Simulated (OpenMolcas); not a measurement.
# Ru²⁺ among point charges: CASSCF and CASPT2 levels and susceptibility

Aim: the splitting of the states of Ru²⁺ in the field of 6 point charges, its lowest levels with spin-orbit coupling and its magnetic susceptibility.

Method: state-averaged CASSCF and CASPT2, spin-orbit coupling by RASSI with atomic mean-field integrals. Code: OpenMolcas 26.06.

## Step 1: What is computed

```
Species                           : Ru²⁺ (ruthenium, Z = 44, 42 electrons)
Basis                             : ANO-RCC-VTZP [7s6p4d2f1g], 68 functions
Scalar Hamiltonian                : DKH2, point nucleus
Inactive shells                   : 1s 2s 2p 3s 3p 3d 4s 4p
Active space                      : 6 electrons in 5 orbitals (4d)
Some configurations of this space : 4d⁶
Orbitals                          : optimised for each spin and parity, averaged over all roots
```

The outer shells:

4d6
```
4d [↑↓][↑ ][↑ ][↑ ][↑ ]
```

The ion sits among 6 point charges of -1 e arranged as an octahedron (Oh), 2.25 Å from the ion.

The work runs as a chain of OpenMolcas steps in one folder; each step below is one input file. Labels, J, g values, rates, χT and fits are worked out afterwards by a script from the matrices that RASSI stores. The input lists half of the charges; inversion (Group=XYZ) makes the rest.

## Step 2: GATEWAY and SEWARD: basis and integrals

a.inp reads:

```
&GATEWAY
Coord
1

Ru 0.0 0.0 0.0
Basis=ANO-RCC-VTZP
Group=XYZ
NoMove
AngMom=0.0 0.0 0.0
AMFI
XField
3 Angstrom 0
2.250000 0.000000 0.000000 -1.000000
0.000000 2.250000 0.000000 -1.000000
0.000000 0.000000 2.250000 -1.000000
&SEWARD
```

Run with:

```bash
$ OMP_NUM_THREADS=1 MOLCAS_MEM=1689 MOLCAS_PROJECT=a pymolcas a.inp > a.log
```

## Step 3: Reference wave functions, quintets of even parity, 5 roots

a.inp reads:

```
&RASSCF
FileOrb=start.orb
Symmetry=1
Spin=5
nActEl=6 0 0
Inactive=9 9
Ras2=5 0
CIRoot=5 5 1
SDav=5
CIMx=300
Iter=120 100
PrWF=0.3
OrbListing=Nothing
MaxOrb=0
>>> COPY $Project.JobIph JOB001
```

start.orb holds the contracted functions of the basis, ordered by shell, or the orbitals of the step before.

## Step 4: CASSCF: triplets of even parity, 45 roots

a.inp reads:

```
&RASSCF
FileOrb=start.orb
Symmetry=1
Spin=3
nActEl=6 0 0
Inactive=9 9
Ras2=5 0
CIRoot=45 45 1
SDav=45
CIMx=300
Iter=120 100
PrWF=0.3
OrbListing=Nothing
MaxOrb=0
>>> COPY $Project.JobIph JOB002
```

## Step 5: CASSCF: singlets of even parity, 50 roots

a.inp reads:

```
&RASSCF
FileOrb=start.orb
Symmetry=1
Spin=1
nActEl=6 0 0
Inactive=9 9
Ras2=5 0
CIRoot=50 50 1
SDav=50
CIMx=300
Iter=120 100
PrWF=0.3
OrbListing=Nothing
MaxOrb=0
>>> COPY $Project.JobIph JOB003
```

## Step 6: RASSI: spin-orbit coupling between the states

a.inp reads:

```
&RASSI
NrOfJobIphs=3 5 45 50
1 2 3 4 5
1 2 3 4 5 6 7 8 9 10 11 12 13 14 15 16 17 18 19 20 21 22 23 24 25 26 27
28 29 30 31 32 33 34 35 36 37 38 39 40 41 42 43 44 45
1 2 3 4 5 6 7 8 9 10 11 12 13 14 15 16 17 18 19 20 21 22 23 24 25 26 27
28 29 30 31 32 33 34 35 36 37 38 39 40 41 42 43 44 45 46 47 48 49 50
IphNames
JOB001
JOB002
JOB003
EJob
SpinOrbit
DIPRint=1.0
SOCoupling=1000.0
Subsets=2
Property=9
'ANGMOM' 1 'ANGMOM' 2 'ANGMOM' 3 'MLTPL  1' 1 'MLTPL  1' 2 'MLTPL  1' 3
'AMFI' 1 'AMFI' 2 'AMFI' 3
SOProperty=3
'ANGMOM' 1 'ANGMOM' 2 'ANGMOM' 3
```

## Step 7: CASPT2: IPEA 0.25, imaginary shift 0.1 (closed shells correlated: 4s 4p)

a.inp reads:

```
>>> COPY JOB001 $Project.JobIph
&CASPT2
Multistate=5 1 2 3 4 5
NoMult
Frozen=8 6
IPEA=0.25
Imaginary=0.1
MaxIter=60
WThr=0.0 0.3 0.05
PrWF=0.5
NoMix
>>> COPY JOB002 $Project.JobIph
&CASPT2
Multistate=45 1 2 3 4 5 6 7 8 9 10 11 12 13 14 15 16 17 18 19 20 21 22
23 24 25 26 27 28 29 30 31 32 33 34 35 36 37 38 39 40 41 42 43 44 45
NoMult
Frozen=8 6
IPEA=0.25
Imaginary=0.1
MaxIter=60
WThr=0.0 0.3 0.05
PrWF=0.5
NoMix
>>> COPY JOB003 $Project.JobIph
&CASPT2
Multistate=50 1 2 3 4 5 6 7 8 9 10 11 12 13 14 15 16 17 18 19 20 21 22
23 24 25 26 27 28 29 30 31 32 33 34 35 36 37 38 39 40 41 42 43 44 45 46
47 48 49 50
NoMult
Frozen=8 6
IPEA=0.25
Imaginary=0.1
MaxIter=60
WThr=0.0 0.3 0.05
PrWF=0.5
NoMix
```

(Steps that only read results are left out.)

What does the calculation give? Wanted: spin-free ground state; first state of the same spin within the active space; lowest level; next level.

**Answer**, as computed:

| quantity | value |
| --- | --- |
| method | SS-CASPT2, IPEA 0.25, imaginary shift 0.1 (closed shells correlated: 4s 4p) |
| spin-free ground state | 5T2, 3-fold in its orbital part |
| first state of the same spin within the active space | 5E at 4620 cm⁻¹ |
| lowest level | 3-fold T2 |
| next level | 370.8 cm⁻¹ |
| χT at 300 K | 4.52 cm³ K/mol |
| effective moment at 300 K | 6.01 μB |

Cost by method:

| method | time of its own steps | time with the reference |
| --- | --- | --- |
| A. CASSCF | 35 s | 35 s |
| B. SS-CASPT2, IPEA 0.25, imaginary shift 0.1, +4s 4p | 20 s | 55 s |

Times are of one thread on a shared host.

What this shows: The spin-free ground state (5T2) comes to 100 % from free-ion D terms and keeps the highest spin of the shell. χT at 300 K is 4.52, against 3.01 cm³ K/mol for the spin alone, so orbital moment adds to it. An active space of the d shell alone favours high spin; real ions in strong fields can be low spin. CASPT2 does not keep the components of a term degenerate, and the means are used. The field of point charges can differ much from that of real complexes. With metal d orbitals alone active, the gaps between spin states are rough; where two lie within a few thousand cm-1, their order is open. Point charges carry no covalency, so the field is a model and not that of real ligands.
